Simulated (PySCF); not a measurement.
**C2HCl2F3 (2,2-Dichloro-1,1,1-trifluoroethane): levels of theory compared**

Wanted: a comparison of 6 runs (B3LYP/6-31G*, B2PLYP/def2-SVP, BHLYP/def2-SVP, wB97M-V/def2-SVP, wB97X/def2-SVP, SCS-MP2/def2-SVP) of C2HCl2F3 (2,2-Dichloro-1,1,1-trifluoroethane). The job is set up through a Python script.

The results are computed with PySCF 2.14.0.

5 further runs of the same task are left out: 4 that didn't finish, 1 set aside as unsound or not needed.

### 1 Starting point

C2HCl2F3: 8 atoms, total charge 0, spin state singlet. SMILES: `FC(F)(F)C(Cl)Cl`. The C5–Cl6 distance was set to 3.898 Å, away from the relaxed value. At this shape a bond of the SMILES string is far longer than usual.

Bond lengths: F1–C2 1.336 Å, C2–F3 1.336 Å, C2–F4 1.328 Å, C2–C5 1.533 Å, C5–Cl7 1.773 Å, C5–H8 1.093 Å. Angles: F1–C2–F3 106.7°, F1–C2–F4 107.5°, F1–C2–C5 110.9°, F3–C2–F4 107.5°, F3–C2–C5 110.9°, F4–C2–C5 113.0°, C2–C5–Cl7 108.9°, C2–C5–H8 109.4°, Cl7–C5–H8 109.1°.

### 2 The energy at B3LYP/6-31G(d) (spherical functions) (run 1)

The input, input.xyz:

```xyz
8

F      1.870874    -1.660426     0.889777
C      2.268864    -1.055946    -0.233673
F      3.578474    -1.292536    -0.354413
F      1.658434    -1.656066    -1.248693
C      1.989144     0.450234    -0.172493
Cl    -1.840150     1.006060     0.301120
Cl     2.572874     1.202864    -1.668073
H      2.522334     0.883574     0.678107
```

The input, input.py:

```python
from pyscf import gto, dft

mol = gto.Mole()
mol.atom = 'input.xyz'
mol.spin = 0
mol.max_memory = 1860
mol.verbose = 3
mol.basis = '6-31g*'
mol.build()

calc0 = dft.RKS(mol, xc='b3lyp')
calc0.conv_tol = 1e-10
calc0.grids.level = 5
calc0.kernel()
if not calc0.converged:
    calc0 = calc0.newton().run(calc0.mo_coeff, calc0.mo_occ)

e_tot = calc0.e_tot
print(f'total energy: {e_tot:.8f} hartree')
```

On the command line:

```console
$ OMP_NUM_THREADS=1 python input.py
```

Log:

```text
SCF not converged.
SCF energy = -1296.55343007084
converged SCF energy = -1296.55343007434
total energy: -1296.55343007 hartree
```

Wall time 53 s (1 thread of Intel Xeon 6975P-C (Granite Rapids), shared host); peak memory 0.69 GiB.

### 3 The energy at B2PLYP/def2-SVP (run 2)

The input, job.py:

```python
from pyscf import gto, dft, mp

system = gto.M(
    atom='''
F      3.535439    -3.137750     1.681435
C      4.287532    -1.995449    -0.441578
F      6.762336    -2.442539    -0.669744
F      3.133986    -3.129511    -2.359688
C      3.758937     0.850819    -0.325965
Cl    -3.477380     1.901178     0.569034
Cl     4.862027     2.273084    -3.152201
H      4.766520     1.669713     1.281437
''',
    verbose=4,
    unit='bohr',
    max_memory=1860,
    basis='def2-svp',
)

mf = dft.RKS(system)
mf.xc = '0.53*HF + 0.47*B88, 0.73*LYP'
mf.conv_tol = 1e-10
mf.grids.level = 5
mf.kernel()
if not mf.converged:
    mf = mf.newton().run(mf.mo_coeff, mf.mo_occ)

pt = mp.MP2(mf, frozen=15).run()
e_tot = mf.e_tot + 0.27 * pt.e_corr
print('PT2 part  %.8f' % (0.27 * pt.e_corr))
print(f'total energy: {e_tot:.8f} hartree')
```

On the command line:

```console
$ OMP_NUM_THREADS=1 python job.py
```

Log:

```text
PySCF version 2.14.0

[... 94 lines left out ...]
converged SCF energy = -1295.01982573311
[... 1 line left out ...]
******** <class 'pyscf.mp.mp2.RMP2'> ********
nocc = 22, nmo = 96
frozen orbitals 15
E(RMP2) = -1296.48004791775  E_corr = -1.46022218463907
E(SCS-RMP2) = -1296.45470791668  E_corr = -1.43488218357575
E_corr(same-spin) = -0.366212813066697
E_corr(oppo-spin) = -1.09400937157237
PT2 part  -0.39425999
total energy: -1295.41408572 hartree
```

Run time: 29 s. Hardware: 1 thread of Intel Xeon 6975P-C (Granite Rapids), shared host; peak memory 0.62 GiB.

Runs 3 to 4 aren't shown in full; the table further down has their settings and results.

### 4 A single-point energy at wB97X/def2-SVP (run 5)

The input, calc.py:

```python
from pyscf import gto, dft

mol = gto.Mole()
mol.atom = '''
F    1.870874  -1.660426   0.889777
C    2.268864  -1.055946  -0.233673
F    3.578474  -1.292536  -0.354413
F    1.658434  -1.656066  -1.248693
C    1.989144   0.450234  -0.172493
Cl  -1.840150   1.006060   0.301120
Cl   2.572874   1.202864  -1.668073
H    2.522334   0.883574   0.678107
'''
mol.verbose = 4
mol.spin = 0
mol.basis = 'def2-svp'
mol.max_memory = 1860
mol.build()

mf = dft.RKS(mol)
mf.xc = 'wb97x'
mf.conv_tol = 1e-10
mf.grids.level = 5
mf.kernel()
if not mf.converged:
    mf = mf.newton().run(mf.mo_coeff, mf.mo_occ)

e_tot = mf.e_tot
print(f'total energy: {e_tot:.8f} hartree')
```

On the command line:

```console
$ OMP_NUM_THREADS=1 python calc.py
```

Log:

```text
PySCF version 2.14.0

[... 99 lines left out ...]
converged SCF energy = -1295.87564121977
total energy: -1295.87564122 hartree
```

Run time: 47 s. Hardware: 1 thread of Intel Xeon 6975P-C (Granite Rapids), shared host; peak memory 0.61 GiB.

### 5 The energy at SCS-MP2/def2-SVP (run 6)

The input, job.py:

```python
from pyscf import gto, scf, mp

mol = gto.Mole()
mol.atom = '''
F      1.870874    -1.660426     0.889777
C      2.268864    -1.055946    -0.233673
F      3.578474    -1.292536    -0.354413
F      1.658434    -1.656066    -1.248693
C      1.989144     0.450234    -0.172493
Cl    -1.840150     1.006060     0.301120
Cl     2.572874     1.202864    -1.668073
H      2.522334     0.883574     0.678107
'''
mol.basis = 'def2-svp'
mol.max_memory = 1860
mol.spin = 0
mol.verbose = 4
mol.charge = 0
mol.build()

mf = scf.RHF(mol)
mf.conv_tol = 1e-10
mf.kernel()
if not mf.converged:
    mf = mf.newton().run(mf.mo_coeff, mf.mo_occ)

pt = mp.MP2(mf, frozen=15).run()
e_final = mf.e_tot + 1.2 * pt.e_corr_os + pt.e_corr_ss / 3
print('E = %.10f Eh' % e_final)
```

On the command line:

```console
$ OMP_NUM_THREADS=1 python job.py
```

Log:

```text
PySCF version 2.14.0

[... 43 lines left out ...]
WARN: HOMO -0.185911120960018 == LUMO -0.185885502150259
[... 38 lines left out ...]
converged SCF energy = -1292.80336872168
[... 1 line left out ...]
******** <class 'pyscf.mp.mp2.RMP2'> ********
nocc = 22, nmo = 96
frozen orbitals 15
E(RMP2) = -1293.95767359354  E_corr = -1.15430487185872
E(SCS-RMP2) = -1293.92890617193  E_corr = -1.12553745024902
E_corr(same-spin) = -0.299571226132438
E_corr(oppo-spin) = -0.85473364572628
E = -1293.9289061719 Eh
```

It took 2.9 s on 1 thread of Intel Xeon 6975P-C (Granite Rapids), shared host; peak memory 0.35 GiB.

### 6 The series

```
run                               level  frozen core orbitals  nlc grid   energy (Eh)  dipole moment (D) of the reference  HOMO energy (eV)  LUMO energy (eV)  wall time
  1  B3LYP/6-31G* (spherical functions)                     –         –  -1296.553430                                5.62             -7.63             -6.58       53 s
  2                     B2PLYP/def2-SVP                    15         –  -1295.414086                                5.02             -8.24             -5.59       29 s
  3                      BHLYP/def2-SVP                     –         –  -1295.806030                                4.96             -8.39             -5.87       31 s
  4                    wB97M-V/def2-SVP                     –         1  -1295.825079                                5.12             -9.21             -4.83    3.1 min
  5                      wB97X/def2-SVP                     –         –  -1295.875641                                5.34             -9.40             -4.99       47 s
  6                    SCS-MP2/def2-SVP                    15         –  -1293.928906                                6.47             -8.95             -4.18      2.9 s
```

### 7 Summary of results

| quantity | value |
| --- | --- |
| run 6: total energy | -1293.92891 Eh |
| run 6: dipole moment (Hartree–Fock density) | 6.47 D |
| run 6: HOMO energy (Hartree–Fock orbitals) | -8.95 eV |
| run 6: LUMO energy (Hartree–Fock orbitals) | -4.18 eV |
| run 6: HOMO–LUMO gap (Hartree–Fock orbitals) | 4.77 eV |
| run 6: correlation energy (15 core orbitals frozen) | -1125.5 mEh |

What this shows: Over runs 1, 2, 3, 4, 5 the dipole moment (its size) runs from 4.96 D (BHLYP/def2-SVP) to 5.62 D (B3LYP/6-31G*). The two ends differ in method and basis. Over runs 1, 2, 3, 4, 5 the HOMO–LUMO gap runs from 1.05 eV (B3LYP/6-31G*) to 4.41 eV (wB97X/def2-SVP). Totals of different functionals can't be ranked against each other. In runs 1, 2, 3, 4, 5, 6 a closed-shell determinant meets a far-stretched bond, which it describes badly. All runs together took 5.8 min, the longest 3.1 min.
